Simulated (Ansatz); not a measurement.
# CH5F2NO2W: a ladder of functionals and wavefunction methods

The task here is to estimate one member of a computed series from the others.

Program: Ansatz 0.2.0, Gaussian basis. Level of theory: functionals in def2-TZVPP, the program's frozen cores in correlated methods. These are calculated values, not measurements.

Levels to be run: PBE-D4, r2SCAN-D4, PBE0-D4, B3LYP-D4, ωB97X-V, ωB97M-V, B2PLYP; CCSD(T)/def2-TZVPP; MP2/def2-QZVPP; extrapolation to the limit.

## Structure used throughout

The geometry comes from an earlier relaxation with PBE0-D4 in a triple-zeta def2 set; it is a stationary point, not always the lowest conformer. W takes the def2 core potential; no spin-orbit term is included.

SMILES `C[N]=[W]([OH])([OH])([F])[F]`, 12 atoms, charge 0, spin multiplicity 1.

Atoms are counted from 1 here; the program's logs count them from 0.

Bond lengths: C1–N2 1.414 Å, C1–H8 1.094 Å, C1–H9 1.094 Å, C1–H10 1.094 Å, N2–W3 1.712 Å, W3–O4 1.880 Å, W3–O5 1.905 Å, W3–F6 1.909 Å, W3–F7 1.881 Å, O4–H11 0.958 Å, O5–H12 0.960 Å. Angles: N2–C1–H8 110.8°, N2–C1–H9 109.8°, N2–C1–H10 110.4°, H8–C1–H9 108.6°, H8–C1–H10 108.9°, H9–C1–H10 108.3°, C1–N2–W3 173.9°, N2–W3–O4 104.6°, N2–W3–O5 107.8°, N2–W3–F6 101.8°, N2–W3–F7 106.6°, O4–W3–O5 88.5°, O4–W3–F6 153.6°, O4–W3–F7 90.2°, O5–W3–F6 82.8°, O5–W3–F7 144.8°, F6–W3–F7 82.9°, W3–O4–H11 128.4° and more.

Set-up of the first run:

Contents of in.yaml:

```yaml
crystal:
  periodic: [false, false, false]
  atoms:
    - {symbol: C, position_ang: [-1.628695, 0.634891, -1.094143]}
    - {symbol: N, position_ang: [-0.558306, 0.013818, -0.409939]}
    - {symbol: W, position_ang: [0.696130, -0.630941, 0.561212]}
    - {symbol: O, position_ang: [2.251233, -0.424883, -0.475650]}
    - {symbol: O, position_ang: [1.328613, 0.762929, 1.695328]}
    - {symbol: F, position_ang: [-0.253491, -1.152376, 2.132428]}
    - {symbol: F, position_ang: [0.721493, -2.484457, 0.244469]}
    - {symbol: H, position_ang: [-1.521442, 1.723571, -1.075718]}
    - {symbol: H, position_ang: [-2.577019, 0.369533, -0.617342]}
    - {symbol: H, position_ang: [-1.662465, 0.299753, -2.134906]}
    - {symbol: H, position_ang: [2.338738, -0.036666, -1.346591]}
    - {symbol: H, position_ang: [0.865201, 0.924828, 2.520851]}
basis:
  gaussian: {orbitals: def2-TZVPP}
hamiltonian: {xc: pbe, dispersion: d4}
output: {forces: true, orbitals: {seedname: orbitals}}
```

Launch:

```bash
> ansatz run in.yaml --threads 2 --pin off --events-out ev --progress --plain --max-ram 22528MiB --backend cuda --devices 0, --max-vram 18GiB
```

Among the steps run: PBE-D4 (GGA); r2SCAN-D4 (meta-GGA); PBE0-D4 (hybrid); B3LYP-D4 (hybrid); ωB97X-V (range-separated); ωB97M-V (range-separated); B2PLYP (double hybrid).

One table of the session follows, with a row left open; its other results are not shown here.

It belongs to the step «Orbital energies across the functionals». 

| functional | HOMO (eV) | LUMO (eV) | gap (eV) |
| --- | --- | --- | --- |
| PBE-D4 | -6.78 | -3.00 | 3.78 |
| r2SCAN-D4 | -7.11 | -2.93 | 4.18 |
| PBE0-D4 | -8.26 | -2.20 | 6.06 |
| B3LYP-D4 | -8.03 | -2.45 | 5.57 |
| ωB97X-V | ? | ? | ? |
| ωB97M-V | -10.54 | 0.02 | 10.56 |

**Question.** Estimate the row for ωB97X-V.

As computed: HOMO (eV): -10.62; LUMO (eV): 0.06; gap (eV): 10.68. In the column «HOMO (eV)» it is the lowest.
